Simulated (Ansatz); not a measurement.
# NbTe under changes of volume

One of the cells (21.934 Å³/atom); the others are scaled copies at fixed shape and fractional positions:

```
Te Nb
1.0
     3.70297    0.00000    0.00000
    -1.85149    3.20687    0.00000
     0.00000    0.00000    3.69421
Te Nb
1 1
Direct
  0.66667 0.33333 0.00000
  0.00000 0.00000 0.50000
```

The cell comes from a database or a generator and needn't be the stable form of this composition.

```yaml
Program: Ansatz 0.2.0
Functional: PBE
Potentials_or_basis: PseudoDojo standard (PBE files)
Cutoff: 1120 eV
Density_cutoff: 4480 eV
k_mesh: 8 × 8 × 7
Occupations: fermi-dirac, width 0.05 eV
Spin: no spin polarisation
```

```csv
volume (Å³/atom),energy over the lowest point (meV/atom),pressure (GPa)
20.618,27.34,7.8
21.057,10.35,4.7
21.496,1.53,1.9
21.934,0.00,-0.6
22.373,4.98,-2.9
22.812,15.76,-4.9
23.250,?,?
```

Problem. What does the run at 23.250 Å³/atom give?

Solution. Energy over the lowest point 31.72 meV/atom; pressure -6.7 GPa.

Worked out: A Birch-Murnaghan fit of order 3 (a polynomial in V^(-2/3)) to the other rows has its minimum at 21.81 Å³/atom with B0 = V·E''(V) = 122 GPa and B' = 4.6 at fixed shape and positions, which overstates the stiffness. It gives 31.69 meV/atom at 23.250 Å³/atom, against the run's 31.72, and -dE/dV = -6.7 GPa, against -6.7.

Energies are extrapolated to zero smearing.
